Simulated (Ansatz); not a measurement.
**Si4H8: up Jacob's ladder to CCSD(T)**

The task here is to estimate one member of a computed series from the others.

The runs use Ansatz 0.2.0, Gaussian basis; functionals in def2-TZVPP, the program's frozen cores in correlated methods.

Levels to be run: LDA (SPW92), PBE-D4, revPBE-D4, BLYP-D4, r2SCAN-D4, B97M-V, PBE0-D4, B3LYP-D4, r2SCANh-D4, r2SCAN0-D4, HSE06-D4, BHLYP-D4, CAM-B3LYP-D4, LC-ωPBE, ωB97X-V, ωB97M-V, B2PLYP, PBE-QIDH; CCSD(T)/def2-SVP; CCSD(T)/def2-TZVPP; MP2/def2-QZVPP; extrapolation to the limit; RPA on PBE.

## The relaxed structure

An earlier PBE0-D4 in a triple-zeta def2 set relaxation fixed the geometry.

12 atoms, charge 0, spin multiplicity 1.

Atoms are counted from 1 here; the program's logs count them from 0.

Bond lengths: Si1–Si2 2.364 Å, Si1–Si4 2.364 Å, Si1–H5 1.490 Å, Si1–H6 1.490 Å, Si2–Si3 2.364 Å, Si2–H7 1.489 Å, Si2–H8 1.490 Å, Si3–Si4 2.364 Å, Si3–H9 1.490 Å, Si3–H10 1.490 Å, Si4–H11 1.490 Å, Si4–H12 1.489 Å. Angles: Si2–Si1–Si4 90.0°, Si2–Si1–H5 114.3°, Si2–Si1–H6 114.4°, Si4–Si1–H5 114.3°, Si4–Si1–H6 114.4°, H5–Si1–H6 108.6°, Si1–Si2–Si3 90.0°, Si1–Si2–H7 114.3°, Si1–Si2–H8 114.4°, Si3–Si2–H7 114.3°, Si3–Si2–H8 114.4°, H7–Si2–H8 108.7°, Si2–Si3–Si4 90.0°, Si2–Si3–H9 114.4°, Si2–Si3–H10 114.4°, Si4–Si3–H9 114.4°, Si4–Si3–H10 114.3°, H9–Si3–H10 108.6° and more.

Set-up of the first run:

Contents of in.yaml:

```yaml
crystal:
  periodic: [false, false, false]
  atoms:
    - {symbol: Si, position_ang: [-0.258230, -1.504336, 0.682691]}
    - {symbol: Si, position_ang: [1.219633, -0.639451, -0.947730]}
    - {symbol: Si, position_ang: [0.260454, 1.505056, -0.680315]}
    - {symbol: Si, position_ang: [-1.221341, 0.638909, 0.945869]}
    - {symbol: H, position_ang: [0.414895, -2.028118, 1.903846]}
    - {symbol: H, position_ang: [-1.197007, -2.542844, 0.173858]}
    - {symbol: H, position_ang: [1.044683, -1.224283, -2.306394]}
    - {symbol: H, position_ang: [2.659851, -0.719872, -0.576251]}
    - {symbol: H, position_ang: [1.201176, 2.539146, -0.166184]}
    - {symbol: H, position_ang: [-0.409133, 2.035056, -1.900774]}
    - {symbol: H, position_ang: [-1.055355, 1.225281, 2.305017]}
    - {symbol: H, position_ang: [-2.659645, 0.715467, 0.566357]}
basis:
  gaussian: {orbitals: def2-TZVPP}
hamiltonian: {xc: lda}
output: {orbitals: {seedname: orbitals}}
```

Launch:

```sh
$ ansatz run in.yaml --threads 4 --pin off --events-out ev --progress --plain --max-ram 10444MiB
```

Among the steps run: LDA; PBE-D4 (GGA); revPBE-D4 (GGA); BLYP-D4 (GGA); r2SCAN-D4 (meta-GGA); B97M-V (meta-GGA); B3LYP-D4 (hybrid); r2SCANh-D4 (hybrid); r2SCAN0-D4 (hybrid); HSE06-D4 (hybrid); BHLYP-D4 (hybrid); CAM-B3LYP-D4 (range-separated); LC-ωPBE (range-separated); ωB97X-V (range-separated); ωB97M-V (range-separated); B2PLYP (double hybrid); PBE-QIDH (double hybrid).

One of the session's tables, all rows but one given; the rest of the session is left out.

It belongs to the step «Orbital energies across the functionals». 

```
  functional  HOMO (eV)  LUMO (eV)  gap (eV)
 LDA (SPW92)      -6.72      -2.40      4.31
      PBE-D4      -6.60      -2.28      4.32
   revPBE-D4      -6.55      -2.22      4.34
     BLYP-D4      -6.40      -2.05      4.34
   r2SCAN-D4      -6.82      -2.14      4.68
      B97M-V      -6.91      -2.31      4.60
     PBE0-D4      -7.57      -1.50      6.08
    B3LYP-D4      -7.34      -1.59      5.75
  r2SCANh-D4      -7.18      -1.86      5.32
  r2SCAN0-D4      -7.71      -1.44      6.28
    HSE06-D4      -7.19      -1.87      5.31
    BHLYP-D4      -8.38      -0.51      7.86
CAM-B3LYP-D4      -8.72      -0.34      8.38
     LC-ωPBE          ?          ?         ?
     ωB97X-V      -9.71       0.55     10.26
     ωB97M-V      -9.47       0.29      9.77
```

Estimate the missing values for LC-ωPBE.

**Answer.** HOMO (eV): -10.03; LUMO (eV): 0.64; gap (eV): 10.67. In the column «HOMO (eV)» it is the lowest.
